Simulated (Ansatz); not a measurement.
# C₂H₉BS: small, medium and large basis sets

The task here is to estimate one member of a computed series from the others.

Method: one geometry, several basis sets; program: Ansatz 0.2.0, Gaussian basis.

Plan: PBE0-D4/def2-SVP; ωB97M-V/def2-SVP; PBE0-D4/def2-QZVPP; ωB97M-V/def2-QZVPP; the functionals' def2-TZVPP values are taken from earlier runs.

### The geometry

The geometry comes from an earlier relaxation with PBE0-D4 in a triple-zeta def2 set; it is a stationary point, not always the lowest conformer.

SMILES `C[BH-](C)[SH2+]`, 13 atoms, charge 0, spin multiplicity 1.

Atoms are counted from 1 here; the program's logs count them from 0.

Bond lengths: C1–B2 1.602 Å, C1–H5 1.094 Å, C1–H6 1.097 Å, C1–H7 1.096 Å, B2–C3 1.598 Å, B2–S4 2.083 Å, B2–H8 1.217 Å, C3–H9 1.097 Å, C3–H10 1.095 Å, C3–H11 1.097 Å, S4–H12 1.345 Å, S4–H13 1.347 Å. Angles: B2–C1–H5 114.6°, B2–C1–H6 113.5°, B2–C1–H7 107.8°, H5–C1–H6 107.9°, H5–C1–H7 106.3°, H6–C1–H7 106.2°, C1–B2–C3 117.4°, C1–B2–S4 102.9°, C1–B2–H8 114.6°, C3–B2–S4 107.1°, C3–B2–H8 115.4°, S4–B2–H8 95.6°, B2–C3–H9 108.3°, B2–C3–H10 114.4°, B2–C3–H11 113.2°, H9–C3–H10 106.3°, H9–C3–H11 106.3°, H10–C3–H11 107.8° and more.

Geometry (Å):

```mol
C2H9BS
  3D, bonds by distance, orders not assigned

 13 12  0  0  0  0  0  0  0  0999 V2000
   -0.9743    1.0252   -0.7439 C   0  0
   -0.0882   -0.2800   -0.4656 B   0  0
    1.4266   -0.0560   -0.0102 C   0  0
   -1.0796   -1.1825    1.1290 S   0  0
   -2.0315    0.8237   -0.9418 H   0  0
   -0.9175    1.7714    0.0577 H   0  0
   -0.5798    1.5126   -1.6428 H   0  0
   -0.2684   -1.1924   -1.2502 H   0  0
    1.9803    0.3748   -0.8531 H   0  0
    1.9555   -0.9738    0.2669 H   0  0
    1.5287    0.6543    0.8192 H   0  0
   -0.1886   -2.1240    1.4863 H   0  0
   -0.7429   -0.3879    2.1634 H   0  0
  1  2  8  0
  2  3  8  0
  2  4  8  0
  1  5  8  0
  1  6  8  0
  1  7  8  0
  2  8  8  0
  3  9  8  0
  3 10  8  0
  3 11  8  0
  4 12  8  0
  4 13  8  0
M  END
```

Set-up of the first run:

in.yaml reads:

```yaml
crystal:
  periodic: [false, false, false]
  atoms:
    - {symbol: C, position_ang: [-0.974285, 1.025206, -0.743890]}
    - {symbol: B, position_ang: [-0.088176, -0.280019, -0.465635]}
    - {symbol: C, position_ang: [1.426646, -0.055959, -0.010213]}
    - {symbol: S, position_ang: [-1.079555, -1.182496, 1.129009]}
    - {symbol: H, position_ang: [-2.031529, 0.823676, -0.941798]}
    - {symbol: H, position_ang: [-0.917507, 1.771404, 0.057741]}
    - {symbol: H, position_ang: [-0.579834, 1.512560, -1.642837]}
    - {symbol: H, position_ang: [-0.268387, -1.192397, -1.250174]}
    - {symbol: H, position_ang: [1.980273, 0.374755, -0.853057]}
    - {symbol: H, position_ang: [1.955472, -0.973780, 0.266935]}
    - {symbol: H, position_ang: [1.528737, 0.654303, 0.819221]}
    - {symbol: H, position_ang: [-0.188640, -2.124021, 1.486335]}
    - {symbol: H, position_ang: [-0.742916, -0.387933, 2.163363]}
basis:
  gaussian: {orbitals: def2-SVP}
hamiltonian: {xc: pbe0, dispersion: d4}
output: {orbitals: {seedname: orbitals}}
```

On the command line:

```console
> ansatz run in.yaml --threads 4 --pin off --events-out ev --progress --plain --max-ram 10444MiB
```

Among the steps run: PBE0-D4 in def2-SVP; ωB97M-V in def2-SVP; PBE0-D4 in def2-QZVPP; ωB97M-V in def2-QZVPP.

One table of the session follows, with a row left open; its other results are not shown here.

| functional | basis | HOMO (eV) | LUMO (eV) |
| --- | --- | --- | --- |
| PBE0-D4 | def2-SVP | -7.78 | 0.17 |
| PBE0-D4 | def2-TZVPP | -7.92 | -0.23 |
| PBE0-D4 | def2-QZVPP | -7.94 | -0.31 |
| ωB97M-V | def2-SVP | -10.04 | 2.18 |
| ωB97M-V | def2-TZVPP | ? | ? |
| ωB97M-V | def2-QZVPP | -10.24 | 1.16 |

**Question.** Estimate the row for ωB97M-V, def2-TZVPP.

**Answer.** HOMO (eV): -10.22; LUMO (eV): 1.64. In the column «HOMO (eV)» it lies between ωB97M-V, def2-QZVPP (-10.24) and ωB97M-V, def2-SVP (-10.04).
